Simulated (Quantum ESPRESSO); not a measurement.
# Si2Te (I4/mcm) in Quantum ESPRESSO: reference runs

Aim: a first look at Si2Te with PBE, on the cell as given.

Everything below comes from runs of Quantum ESPRESSO 7.5. Logs are shortened: lines on timing, memory, paths and dates and some standing lists are left out, and cuts for length are marked.

### Step 1. The structure

It takes space group I4/mcm (No. 140, tetragonal). The conventional cell has a = 6.965 Å, b = 6.965 Å, c = 5.659 Å, α = 90.00°, β = 90.00°, γ = 90.00°. Around Si (site symmetry m2m) lie 4 Te at 2.97 Å and 3 Si at 3.16 to 3.34 Å. Te (site symmetry 422) has 2 Te at 2.83 Å and 8 Si at 2.97 Å as nearest neighbours.

The cell was built by a generator and needn't be a form met in nature.

### Step 2. Single point, PBE

The input, pw.in:

```
&CONTROL
  calculation = 'scf'
  prefix = 'pwscf'
  outdir = './tmp'
  pseudo_dir = './pseudo'
  tprnfor = .true.
  tstress = .true.
  disk_io = 'low'
/
&SYSTEM
  ibrav = 0
  nat = 6
  ntyp = 2
  ecutwfc = 55
  ecutrho = 440
  nbnd = 21
  occupations = 'smearing'
  smearing = 'fd'
  degauss = 0.00367493
/
&ELECTRONS
  conv_thr = 1.2d-09
  electron_maxstep = 120
  mixing_beta = 0.5
/
ATOMIC_SPECIES
Si    28.0850 Si.pbe-n-rrkjus_psl.1.0.0.UPF
Te   127.6000 Te_pbe_v1.uspp.F.UPF
CELL_PARAMETERS angstrom
  -3.4825649000    3.4825649000    2.8294414700
   3.4825649000   -3.4825649000    2.8294414700
   3.4825649000    3.4825649000   -2.8294414700
ATOMIC_POSITIONS crystal
Si     0.6602000000    0.1602000000    0.8204000000
Si     0.1602000000    0.3398000000    0.5000000000
Si     0.3398000000    0.8398000000    0.1796000000
Si     0.8398000000    0.6602000000    0.5000000000
Te     0.2500000000    0.2500000000    0.0000000000
Te     0.7500000000    0.7500000000    0.0000000000
K_POINTS automatic
6 6 6 0 0 0
```

The input, pp_density.in:

```
&INPUTPP
  prefix = 'pwscf'
  outdir = './tmp'
  filplot = 'density.dat'
  plot_num = 0
/
&PLOT
  nfile = 1
  filepp(1) = 'density.dat'
  iflag = 3
  output_format = 6
  fileout = 'density.cube'
/
```

The input, pp_potential.in:

```
&INPUTPP
  prefix = 'pwscf'
  outdir = './tmp'
  filplot = 'potential.dat'
  plot_num = 11
/
&PLOT
  nfile = 1
  filepp(1) = 'potential.dat'
  iflag = 3
  output_format = 6
  fileout = 'potential.cube'
/
```

Potentials or basis: SSSP 1.3 efficiency PBE.

Run with:

```bash
$ OMP_NUM_THREADS=1 pw.x -in pw.in > pw.out
$ OMP_NUM_THREADS=1 pp.x -in pp_density.in > pp_density.out
$ OMP_NUM_THREADS=1 pp.x -in pp_potential.in > pp_potential.out
```

pw.out:

```text
This program is part of the open-source Quantum ESPRESSO suite
     for quantum simulation of materials; please cite
         "P. Giannozzi et al., J. Phys.:Condens. Matter 21 395502 (2009);
         "P. Giannozzi et al., J. Phys.:Condens. Matter 29 465901 (2017);
         "P. Giannozzi et al., J. Chem. Phys. 152 154105 (2020);
     in publications or presentations arising from this work. More details at

     Message from routine setup:
     using ibrav=0 with symmetry is DISCOURAGED, use correct ibrav instead

     G-vector sticks info
     --------------------
     sticks:   dense  smooth     PW     G-vecs:    dense   smooth      PW
     Sum        3477    1743    551               144387    50937    8999

     Using Slab Decomposition

     bravais-lattice index     =            0
     lattice parameter (alat)  =      10.7336  a.u.
     unit-cell volume          =     926.3087 (a.u.)^3
     number of atoms/cell      =            6
     number of atomic types    =            2
     number of electrons       =        28.00
     number of Kohn-Sham states=           21
     kinetic-energy cutoff     =      55.0000  Ry
     charge density cutoff     =     440.0000  Ry
     scf convergence threshold =      1.2E-09
     mixing beta               =       0.5000
     number of iterations used =            8  plain     mixing
     Exchange-correlation= SLA  PW   PBE  PBE
                           (   1   4   3   4   0   0   0)

     celldm(1)=  10.733620  celldm(2)=   0.000000  celldm(3)=   0.000000
     celldm(4)=   0.000000  celldm(5)=   0.000000  celldm(6)=   0.000000

     crystal axes: (cart. coord. in units of alat)
               a(1) = (  -0.613129   0.613129   0.498142 )
               a(2) = (   0.613129  -0.613129   0.498142 )
               a(3) = (   0.613129   0.613129  -0.498142 )

     reciprocal axes: (cart. coord. in units 2 pi/alat)
               b(1) = ( -0.000000  0.815489  1.003729 )
               b(2) = (  0.815489 -0.000000  1.003729 )
               b(3) = (  0.815489  0.815489  0.000000 )

     PseudoPot. # 1 for Si read from file:
     Si.pbe-n-rrkjus_psl.1.0.0.UPF
     Pseudo is Ultrasoft + core correction, Zval =  4.0
     Generated using "atomic" code by A. Dal Corso  v.5.1
     Using radial grid of 1141 points,  6 beta functions with:
                l(1) =   0
                l(2) =   0
                l(3) =   1
                l(4) =   1
                l(5) =   2
                l(6) =   2
     Q(r) pseudized with 0 coefficients

     PseudoPot. # 2 for Te read from file:
     Te_pbe_v1.uspp.F.UPF
     Pseudo is Ultrasoft + core correction, Zval =  6.0
     Generated by new atomic code, or converted to UPF format
     Using radial grid of  891 points,  5 beta functions with:
                l(1) =   0
                l(2) =   0
                l(3) =   1
                l(4) =   1
                l(5) =   2
     Q(r) pseudized with  6 coefficients,  rinner =    1.800   1.800   1.800
                                                       1.800   1.800

     atomic species   valence    mass     pseudopotential
     Si                4.00    28.08500     Si( 1.00)
     Te                6.00   127.60000     Te( 1.00)

     16 Sym. Ops., with inversion, found ( 8 have fractional translation)

   Cartesian axes

     site n.     atom                  positions (alat units)
         1        Si     tau(   1) = (   0.1964465   0.8095755  -0.0000000  )
         2        Si     tau(   2) = (   0.4166825   0.1964465   0.0000000  )
         3        Si     tau(   3) = (   0.4166825  -0.1964465   0.4981422  )
         4        Si     tau(   4) = (   0.1964465   0.4166825   0.4981422  )
         5        Te     tau(   5) = (   0.0000000   0.0000000   0.2490711  )
         6        Te     tau(   6) = (  -0.0000000  -0.0000000   0.7472133  )

     number of k points=    30  Fermi-Dirac smearing, width (Ry)=  0.0037
                       cart. coord. in units 2pi/alat
        k(    1) = (   0.0000000   0.0000000   0.0000000), wk =   0.0092593
        k(    2) = (   0.1359148   0.1359148   0.0000000), wk =   0.0370370
        k(    3) = (   0.2718297   0.2718297   0.0000000), wk =   0.0370370
        k(    4) = (  -0.4077445  -0.4077445   0.0000000), wk =   0.0185185
        k(    5) = (   0.1359148  -0.0000000   0.1672882), wk =   0.0740741
        k(    6) = (   0.2718297   0.1359148   0.1672882), wk =   0.1481481
[... 22 lines left out ...]
        k(   29) = (  -0.6795742  -0.1359148  -0.0000000), wk =   0.0370370
        k(   30) = (  -0.8154891  -0.8154891  -1.0037294), wk =   0.0092593

     Dense  grid:   144387 G-vectors     FFT dimensions: (  72,  72,  72)

     Smooth grid:    50937 G-vectors     FFT dimensions: (  54,  54,  54)

     Initial potential from superposition of free atoms

     starting charge      27.9973, renormalised to      28.0000
     Starting wfcs are   24 randomized atomic wfcs

     Self-consistent Calculation

     iteration #  1     ecut=    55.00 Ry     beta= 0.50
     Davidson diagonalization with overlap
     ethr =  1.00E-02,  avg # of iterations =  2.0

     Threshold (ethr) on eigenvalues was too large:
     Diagonalizing with lowered threshold

     Davidson diagonalization with overlap
     ethr =  1.15E-04,  avg # of iterations =  5.0

     total energy              =     -98.18239025 Ry
     estimated scf accuracy    <       0.03293542 Ry
[... 64 lines left out ...]
     iteration # 11     ecut=    55.00 Ry     beta= 0.50
     Davidson diagonalization with overlap
     ethr =  8.83E-12,  avg # of iterations =  4.4

     End of self-consistent calculation

          k = 0.0000 0.0000 0.0000 (  6353 PWs)   bands (ev):

    -7.1225  -2.7517  -0.0256   0.0009   0.7223   0.7223   0.8636   2.6814
     2.6814   3.2495   3.2495   5.0962   6.2039   7.3129   7.8062   8.3334
     8.3334  10.3620  11.4263  11.5783  11.5783
[... 9 lines left out ...]
    -6.9009  -2.8980  -1.9435  -0.5739   0.8562   1.3886   1.4308   2.8694
     3.1500   4.4129   4.5735   6.1404   6.3509   6.7886   7.7177   8.2846
     8.8460   9.8169  10.2135  10.5607  10.7149

          k =-0.4077-0.4077 0.0000 (  6374 PWs)   bands (ev):

    -6.8152  -2.9430  -2.3254  -0.6891   1.0684   1.2045   1.6803   2.7713
     3.1094   4.3725   5.5877   6.8859   7.0860   7.3558   7.4990   8.1901
     8.5426   8.9487   9.0865   9.1127  10.9300

          k = 0.1359-0.0000 0.1673 (  6395 PWs)   bands (ev):

    -6.9536  -3.4490  -0.3655   0.2207   0.6569   1.0636   1.1592   2.2128
     2.4181   4.2381   4.3594   4.7558   6.6588   7.2875   7.7331   8.5712
     9.0625   9.6348  10.1883  10.7703  11.5852

          k = 0.2718 0.1359 0.1673 (  6380 PWs)   bands (ev):
[... 7 lines left out ...]
    -6.6892  -3.6652  -2.0756   0.1505   0.4938   0.7612   2.3782   2.7938
     3.6009   4.4788   4.9236   6.3930   6.8709   7.4542   7.5227   8.2922
     9.0057   9.3097   9.4763   9.7335  10.1354

          k = 0.2718-0.0000 0.3346 (  6382 PWs)   bands (ev):

    -6.4551  -4.6068  -0.5982  -0.0560   0.1770   0.5713   2.5749   3.1250
     3.2588   4.4038   5.0012   5.7869   6.7862   7.2791   7.9224   8.0208
     8.9225   9.0617   9.5628  10.4762  10.9098

          k = 0.4077 0.1359 0.3346 (  6385 PWs)   bands (ev):
[... 7 lines left out ...]
    -6.2212  -4.8106  -1.7211  -0.1618   0.2906   1.4026   2.7112   3.3715
     3.9818   4.0604   5.5073   6.3686   7.1290   7.3047   7.3569   7.6239
     9.1240   9.1483   9.5521   9.6760  10.1531

          k = 0.1359-0.1359 0.3346 (  6394 PWs)   bands (ev):

    -6.5230  -4.5291  -0.5274  -0.0006   0.4505   0.9222   1.9550   2.6824
     2.9368   4.5560   5.2694   5.4597   6.7139   7.2423   7.7488   8.5811
     8.8654   9.6800   9.7933  10.1254  10.7500

          k =-0.4077 0.0000-0.5019 (  6362 PWs)   bands (ev):

    -5.6542  -5.6542  -0.4440  -0.4440   0.1296   0.1296   3.7660   3.7660
     4.1948   4.1948   5.4807   5.4807   6.3451   6.3451   8.2671   8.2671
     9.3257   9.3257   9.6954   9.6956  10.0651

          k =-0.2718 0.1359-0.5019 (  6382 PWs)   bands (ev):

    -5.7739  -5.5193  -0.9096  -0.4734   0.2023   0.9906   2.8154   3.5292
     4.4502   4.6727   5.0516   5.7449   5.8509   7.5021   7.8561   8.1031
     9.0172   9.2323   9.5316  10.2842  10.5917

          k = 0.2718 0.2718 0.3346 (  6385 PWs)   bands (ev):
[... 19 lines left out ...]
    -5.6334  -5.6334  -1.1368  -1.1368   1.3512   1.3512   3.2208   3.2208
     4.5003   4.5003   4.9311   4.9311   6.6894   6.6894   7.4450   7.4450
     8.9662   8.9662  10.4911  10.4911  10.8262

          k =-0.0000-0.1359 0.5019 (  6390 PWs)   bands (ev):

    -5.8978  -5.3918  -0.5969  -0.5157   0.5588   0.5729   2.4036   2.7647
     4.3766   4.5172   4.9143   6.1123   6.7497   8.1338   8.5799   8.8062
     9.1089   9.5878   9.7601   9.9174  10.0542

          k =-0.8155-0.2718-0.3346 (  6366 PWs)   bands (ev):
[... 7 lines left out ...]
    -6.0834  -4.9610  -1.3898  -0.7520   0.4187   0.8869   2.4080   3.2602
     3.7162   5.4605   5.8793   6.5306   7.4533   7.5598   8.3089   8.3740
     9.1673   9.2100   9.3309   9.8263  10.1373

          k =-0.0000 0.4077-0.1673 (  6386 PWs)   bands (ev):

    -6.7099  -3.6826  -1.3061  -0.8304   0.0452   1.3411   1.8215   3.4161
     4.1321   4.1396   5.0300   6.0284   6.3773   7.5393   7.7304   8.6786
     8.9249   9.3505   9.4712  10.3039  10.4047

          k =-0.6796-0.2718-0.1673 (  6384 PWs)   bands (ev):
[... 13 lines left out ...]
    -6.8361  -2.9521  -1.8273  -0.7909  -0.3535   1.4269   2.4647   3.2189
     3.3138   4.4519   4.8367   5.7931   6.8830   7.4287   7.9771   8.2596
     8.6772   9.4838  10.0009  10.0859  10.4314

          k =-0.5437-0.2718 0.0000 (  6368 PWs)   bands (ev):

    -6.7524  -2.9979  -2.1984  -0.9001  -0.1516   1.0982   2.7105   3.1261
     3.3824   5.0286   5.4816   6.7006   6.8971   7.1305   8.2372   8.4040
     8.6550   9.2448   9.4343   9.4547   9.8948

          k =-0.0000-0.0000 0.6692 (  6324 PWs)   bands (ev):

    -6.0072  -5.0289  -1.1362  -1.1362   0.3079   0.8811   2.9936   3.1711
     3.1711   4.5119   7.3370   7.3370   7.4381   7.9549   8.6876   9.0361
     9.1591   9.1591   9.2075   9.5595   9.9387

          k =-0.8155-0.1359-0.1673 (  6383 PWs)   bands (ev):

    -6.4478  -3.9031  -1.5201  -1.4134  -0.3127   0.3416   2.8569   3.8809
     4.6513   5.7962   5.9672   6.2884   7.0379   7.6280   8.2831   8.4940
     8.7469   9.4824   9.6718   9.9694  10.1394

          k =-0.0000 0.5437-0.0000 (  6372 PWs)   bands (ev):

    -6.6939  -3.0530  -1.6184  -1.3203  -1.0690   0.8986   2.9252   4.0518
     4.3838   4.4789   5.7509   6.0095   7.5303   7.6909   7.7549   8.0101
     8.3072   9.1705   9.5175   9.8489  10.7280

          k =-0.6796-0.1359-0.0000 (  6380 PWs)   bands (ev):
[... 7 lines left out ...]
    -6.5391  -3.1484  -1.6064  -1.6064  -1.3230   0.0159   3.7755   5.2202
     5.2202   5.7393   5.7726   5.7726   6.1529   6.9946   8.5084   8.5084
     8.9118   8.9298   9.8897  10.1085  10.1085

     the Fermi energy is     7.5149 ev

!    total energy              =     -98.19267889 Ry
     estimated scf accuracy    <          1.5E-10 Ry
     smearing contrib. (-TS)   =      -0.00356257 Ry
     internal energy E=F+TS    =     -98.18911632 Ry

     The total energy is F=E-TS. E is the sum of the following terms:
     one-electron contribution =      21.02009221 Ry
     hartree contribution      =       3.27332619 Ry
     xc contribution           =     -52.94907220 Ry
     ewald contribution        =     -69.53346251 Ry

     convergence has been achieved in  11 iterations

     Forces acting on atoms (cartesian axes, Ry/au):

     atom    1 type  1   force =    -0.01950496   -0.01950496   -0.00000000
     atom    2 type  1   force =     0.01950496   -0.01950496   -0.00000000
     atom    3 type  1   force =     0.01950496    0.01950496   -0.00000000
     atom    4 type  1   force =    -0.01950496    0.01950496   -0.00000000
     atom    5 type  2   force =     0.00000000    0.00000000    0.00000000
     atom    6 type  2   force =     0.00000000    0.00000000    0.00000000

     Total force =     0.055168     Total SCF correction =     0.000008

     Computing stress (Cartesian axis) and pressure

          total   stress  (Ry/bohr**3)                   (kbar)     P=       24.51
  -0.00019542  -0.00000000  -0.00000000          -28.75       -0.00       -0.00
  -0.00000000  -0.00019542   0.00000000           -0.00      -28.75        0.00
  -0.00000000  -0.00000000   0.00089063           -0.00       -0.00      131.02

=------------------------------------------------------------------------------=
   JOB DONE.
=------------------------------------------------------------------------------=
```

Run time: 2.1 min. Hardware: 1 thread of Intel Xeon Platinum 8488C (Sapphire Rapids), shared host; peak memory 0.62 GiB.

What came out:

```yaml
Free_energy: -1335.9795 eV
Pressure: 2.5 GPa
Largest_force: 0.709 eV/Å
Band_gap_on_the_k_mesh: none (metal or under the smearing width)
```

Forces on the atoms (eV/Å):
```
Si  -0.501 -0.501  0.000
Si   0.501 -0.501  0.000
Si   0.501  0.501  0.000
Si  -0.501  0.501  0.000
Te   0.000  0.000  0.000
Te   0.000  0.000  0.000
```

Levels at points of the mesh, in eV from the Fermi level:
```tsv
k point	band 10	band 11	band 12	band 13	band 14	band 15	band 16	band 17	band 18	band 19
(0.00, 0.00, 0.00)	-4.27	-4.27	-2.42	-1.31	-0.20	0.29	0.82	0.82	2.85	3.91
(0.00, 0.00, -0.50)	-3.14	-1.93	-0.63	-0.43	-0.16	-0.02	0.68	1.03	1.43	1.57
(0.00, -0.50, 0.00)	-3.32	-2.03	-2.03	-1.17	-1.17	0.75	0.75	1.81	1.81	2.18
(-0.50, -0.50, -0.50)	-1.78	-1.74	-1.74	-1.36	-0.52	0.99	0.99	1.40	1.41	2.37
```

The run has no spin-orbit coupling, so splittings on Te are missing.
